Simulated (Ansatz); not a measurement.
**UCCSD/STO-3G run of OF (Oxygen monofluoride)**

Aim: the electronic atomisation energy of OF (Oxygen monofluoride) at UCCSD/STO-3G, from 3 runs. 

Program for the calculation: Ansatz 0.2.0.

48 further runs of the same task are left out: 7 that didn't finish, 41 set aside as unsound or not needed.

### Step 1. The molecule

OF has 2 atoms, charge 0, and is taken as a doublet. As SMILES, `[O]F`. Geometry: relaxed at PBE0-D4/def2-TZVP.

Bond lengths: O1–F2 1.330 Å.

### Step 2. A single-point energy at UCCSD/STO-3G

Input file job.yaml:

```yaml
crystal:
  periodic: [false, false, false]
  atoms:
    - symbol: O
      position_ang: [0.000000, 0.000000, -0.015950]
    - symbol: F
      position_ang: [-0.000000, -0.000000, 1.314400]
basis:
  gaussian: {orbitals: STO-3G}
magnetization: {spin_polarized: true, initial_magnetization: 1}
correlation: {method: ccsd, frozen_orbitals: {F: 1, O: 1}}
accuracy: high
scf: {omitted_lower_state_checks: [cluster_reference, increment]}
```

The run is started by

```bash
$ ansatz run job.yaml --threads 1 --pin off --max-ram 3480MiB --events-out events.jsonl --progress --plain --runs-dir runs
```

The program printed:

```text
Warning: RAYON_NUM_THREADS=1 ignored (pool sized by the plan → 1); use --threads N
Functional definition: HF
  name "HF"
  exchange = exact_x
  correlation = 0
these checks for a lower state are left out or cut short: cluster_reference, increment
149 factors; integrals over basis functions are off by at most 3.2e-8 eV
mean field evaluation 1: about -4674.0319 eV, gradient 6.7e0 eV
mean field evaluation 2: about -4674.1303 eV, gradient 6.8e0 eV
mean field evaluation 4: about -4674.8061 eV, gradient 2.3e0 eV
mean field evaluation 8: about -4674.9868 eV, gradient 1.2e-1 eV
mean field evaluation 16: about -4673.5856 eV, gradient 1.1e1 eV
mean field -4674.98468725 eV, -171.8025184379 hartree, gradient 3.2e-8 eV, S^2 0.764357; 2 other end points of the search recorded, 0 dependent functions left out
2 core orbitals not correlated: weight in the atoms' cores, before any rotation towards them, 1.000 or more for the frozen orbitals, at most 0.000 for the correlated occupied ones
reference -4674.98468725 eV, -171.8025184379 hartree; 7, 6 occupied and 1, 2 virtual orbitals, 149 factors
second order -1.10879528 eV of doubles, -0.00000000 eV of singles
cycle   1  -1.40262456 eV  change   -2.9e-1 eV  update   5.9e-2
cycle   2  -1.64073653 eV  change   -2.4e-1 eV  update   3.2e-2
cycle   3  -1.67981728 eV  change   -3.9e-2 eV  update   1.4e-2
cycle   4  -1.68360421 eV  change   -3.8e-3 eV  update   5.8e-3
cycle   5  -1.68891284 eV  change   -5.3e-3 eV  update   1.8e-3
cycle   6  -1.68699851 eV  change    1.9e-3 eV  update   5.7e-4
cycle   7  -1.68797880 eV  change   -9.8e-4 eV  update   1.6e-4
cycle   8  -1.68773769 eV  change    2.4e-4 eV  update   4.5e-5
cycle   9  -1.68775031 eV  change   -1.3e-5 eV  update   1.6e-5
cycle  10  -1.68774555 eV  change    4.8e-6 eV  update   8.0e-6
cycle  11  -1.68774919 eV  change   -3.6e-6 eV  update   2.7e-6
cycle  12  -1.68774748 eV  change    1.7e-6 eV  update   1.1e-6
cycle  13  -1.68774811 eV  change   -6.3e-7 eV  update   4.3e-7
cycle  14  -1.68774774 eV  change    3.7e-7 eV  update   1.3e-7
cycle  15  -1.68774777 eV  change   -3.3e-8 eV  update   4.5e-8
cycle  16  -1.68774786 eV  change   -9.5e-8 eV  update   2.1e-8
cycle  17  -1.68774765 eV  change    2.2e-7 eV  update   5.0e-8
cycle  18  -1.68774761 eV  change    3.4e-8 eV  update   2.3e-8
cycle  19  -1.68774759 eV  change    2.4e-8 eV  update   6.5e-9
cycle  20  -1.68774757 eV  change    1.4e-8 eV  update   2.2e-9
cycle  21  -1.68774758 eV  change   -1.9e-9 eV  update  5.3e-10
cycle  22  -1.68774758 eV  change  -3.7e-10 eV  update  1.3e-10
Total energy: -4676.67243482 eV, -171.8645420173 hartree
Checks for a lower state left out: cluster_reference, increment
```

It took 0.1 s on 1 thread of Intel Xeon 6975P-C (Granite Rapids), shared host.

### Step 3. The F atom at the same level

Input file in.yaml:

```yaml
crystal:
  periodic: [false, false, false]
  atoms:
    - {symbol: F, position_ang: [0.000000, 0.000000, 0.000000]}
basis:
  gaussian:
    orbitals: STO-3G
magnetization:
  spin_polarized: true
  initial_magnetization: 1
scf:
  omitted_lower_state_checks: [cluster_reference, increment]
accuracy: high
correlation:
  method: ccsd
  frozen_orbitals: {F: 1}
```

The run is started by

```bash
$ ansatz run in.yaml --threads 1 --pin off --max-ram 3480MiB --events-out events.jsonl --progress --plain --runs-dir runs
```

The program printed:

```text
Warning: RAYON_NUM_THREADS=1 ignored (pool sized by the plan → 1); use --threads N
Functional definition: HF
  name "HF"
  exchange = exact_x
  correlation = 0
these checks for a lower state are left out or cut short: cluster_reference, increment
15 factors; integrals over basis functions are off by at most 1.2e-9 eV
mean field evaluation 1: about -2666.3486 eV, gradient 1.8e-14 eV
mean field evaluation 2: about -2666.3486 eV, gradient 0.0e0 eV
mean field -2666.34863534 eV, -97.9865050328 hartree, gradient 0.0e0 eV, S^2 0.750000; 2 other end points of the search recorded, 0 dependent functions left out
1 core orbitals not correlated: weight in the atoms' cores, before any rotation towards them, 1.000 or more for the frozen orbitals, at most 0.000 for the correlated occupied ones
reference -2666.34863534 eV, -97.9865050328 hartree; 4, 3 occupied and 0, 1 virtual orbitals, 15 factors
second order 0.00000000 eV of doubles, 0.00000000 eV of singles
cycle   1  0.00000000 eV  change     0.0e0 eV  update    0.0e0
cycle   2  0.00000000 eV  change     0.0e0 eV  update    0.0e0
Total energy: -2666.34863534 eV, -97.9865050328 hartree
Checks for a lower state left out: cluster_reference, increment
```

Run time: 0.04 s. Hardware: 1 thread of Intel Xeon 6975P-C (Granite Rapids), shared host.

### Step 4. The O atom

Input file in.yaml:

```yaml
crystal:
  periodic: [false, false, false]
  atoms:
    - {symbol: O, position_ang: [0.000000, 0.000000, 0.000000]}
basis:
  gaussian:
    orbitals: STO-3G
magnetization:
  spin_polarized: true
  initial_magnetization: 2
correlation:
  method: ccsd
  frozen_orbitals: {O: 1}
accuracy: high
scf:
  omitted_lower_state_checks: [cluster_reference, increment]
```

Run the same way, it converges to -73.80415 Eh (log not shown).

### Step 5. Outcome

At UCCSD/STO-3G, 2 core orbitals frozen:

```
                                             quantity          value
                               molecule: total energy  -171.86454 Eh
molecule: correlation energy (2 core orbitals frozen)      -62.0 mEh
          molecule: ⟨S²⟩ of the reference determinant          0.764
                              molecule: T1 diagnostic          0.026
                                 F atom: total energy   -97.98651 Eh
   F atom: correlation energy (1 core orbital frozen)        0.0 mEh
            F atom: ⟨S²⟩ of the reference determinant          0.750
                                F atom: T1 diagnostic          0.000
                                 O atom: total energy   -73.80415 Eh
   O atom: correlation energy (1 core orbital frozen)        0.0 mEh
            O atom: ⟨S²⟩ of the reference determinant          2.000
                                O atom: T1 diagnostic          0.000
                        electronic atomisation energy       2.011 eV
```

Taking the molecule apart into free atoms costs 2.01 eV (194 kJ/mol), before zero-point energy and without spin-orbit coupling. In a minimal basis such a difference can be off by several eV, whatever the method.
